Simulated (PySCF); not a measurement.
**[Dy(NH3)3]3+: other functionals and bases at one geometry**

An exercise on one series of results from a longer session: the logs are not shown, and one member is left open.

The runs use PySCF 2.14.0; several levels, as the steps say, no spin–orbit coupling.

2 further runs of the same task are left out: 2 for a known fault of the program.

**Where the work starts**

13 atoms, charge 3, spin multiplicity 1.

Bond lengths: Dy1–N2 2.411 Å, Dy1–N6 2.411 Å, Dy1–N10 2.411 Å, N2–H3 1.039 Å, N2–H4 1.040 Å, N2–H5 1.039 Å, N6–H7 1.039 Å, N6–H8 1.040 Å, N6–H9 1.039 Å, N10–H11 1.039 Å, N10–H12 1.040 Å, N10–H13 1.039 Å. Angles: N2–Dy1–N6 109.7°, N2–Dy1–N10 109.7°, N6–Dy1–N10 109.7°, Dy1–N2–H3 116.3°, Dy1–N2–H4 114.7°, Dy1–N2–H5 115.7°, H3–N2–H4 102.7°, H3–N2–H5 102.8°, H4–N2–H5 102.7°, Dy1–N6–H7 116.3°, Dy1–N6–H8 114.7°, Dy1–N6–H9 115.7°, H7–N6–H8 102.7°, H7–N6–H9 102.8°, H8–N6–H9 102.7°, Dy1–N10–H11 116.3°, Dy1–N10–H12 114.7°, Dy1–N10–H13 115.7° and more.

As a file:

```
Dy    0.00000    0.00000   -0.78747
N     2.27672   -0.00054    0.00626
H     2.48831   -0.63907    0.79806
H     2.98453   -0.27582   -0.70474
H     2.63693    0.91327    0.34423
N    -1.13789    1.97197    0.00626
H    -0.69071    2.47448    0.79806
H    -1.25340    2.72259   -0.70474
H    -2.10937    1.82701    0.34423
N    -1.13883   -1.97142    0.00626
H    -1.79761   -1.83541    0.79806
H    -1.73113   -2.44677   -0.70474
H    -0.52755   -2.74028    0.34423
```

Formal oxidation states: Dy +3. Each metal's 9 4f electrons lie in its core potential, so multiplicities, spins and levels count the valence alone. An earlier session relaxed this geometry at B3LYP, Dy lcecp-1-SVP with ECP55, N def2-SVP, H def2-SVP (singlet, point group C3).

At B3LYP on the finer grid: E = -205.621024 Eh, HOMO -24.33 eV, LUMO -16.83 eV, Mulliken charge on Dy1 +1.77 e, largest force component 0.012 eV/Å. 

Levels to run: BLYP; wB97X; HF; TPSSh; B3LYP, TZVP. Hardware: 2 threads of Intel Xeon Platinum 8488C (Sapphire Rapids), shared host.

The first run:

Input file run.py (the lines that set the calculation):

```python
mol = gto.M(atom='''
Dy     0.00000     0.00000    -0.78747
N      2.27672    -0.00054     0.00626
H      2.48831    -0.63907     0.79806
H      2.98453    -0.27582    -0.70474
H      2.63693     0.91327     0.34423
N     -1.13789     1.97197     0.00626
H     -0.69071     2.47448     0.79806
H     -1.25340     2.72259    -0.70474
H     -2.10937     1.82701     0.34423
N     -1.13883    -1.97142     0.00626
H     -1.79761    -1.83541     0.79806
H     -1.73113    -2.44677    -0.70474
H     -0.52755    -2.74028     0.34423''',
    basis={'Dy': 'lcecp-1-SVP', 'N': 'def2-SVP', 'H': 'def2-SVP'},
    ecp={'Dy': 'lcecp-1-SVP'},
    charge=3, spin=0)
mf = dft.RKS(mol, xc='BLYP')
mf.grids.atom_grid = (75, 302)  # f atoms: unpruned, at least (60, 302)
mf = mf.density_fit()  # fitting sets: Dy AutoAux, N def2-universal-JKFIT, H def2-universal-JKFIT
mf.conv_tol = 1e-08; mf.max_cycle = 55
mf.kernel(dm0)  # dm0: the density of the relaxed state
```

Run with:

```
$ OMP_NUM_THREADS=2 python run.py
```

Steps of the session up to this table: BLYP; wB97X; HF; TPSSh; B3LYP, TZVP.

One of the session's tables, all rows but one given; the rest of the session is left out.

```
               level  HOMO (eV)  gap (eV)  charge on Dy1 (e)  dipole (D)  largest force component (eV/Å)
B3LYP (relaxed here)     -24.33      7.50               1.77        2.80                            0.01
                BLYP     -22.94      5.53               1.66        2.96                            0.31
               wB97X     -27.11     13.00               1.85        2.59                            0.14
                  HF          ?         ?                  ?           ?                               ?
               TPSSh     -23.81      7.02               1.81        2.80                            0.06
         B3LYP, TZVP     -24.26      7.52               2.08        2.80                            0.44
```

Q: Estimate the row for HF from the others.

As computed: HOMO (eV): -28.38; gap (eV): 15.21; charge on Dy1 (e): 2.12; dipole (D): 2.28; largest force component (eV/Å): 1.02. In the column «HOMO (eV)» it is the lowest.

The dipole of a charged species depends on the origin, so these sizes hold for this origin alone.

In one basis the HOMO–LUMO gap runs from 5.53 eV (BLYP) to 15.21 eV (HF). The largest leftover force, 1.02 eV/Å with HF, stands at a geometry relaxed at another level. With 4f in the core, its levels are missing from HOMO and gap, and its count is fixed, so no charge can pass from the ligands into it. Total energies of different levels can't be compared.
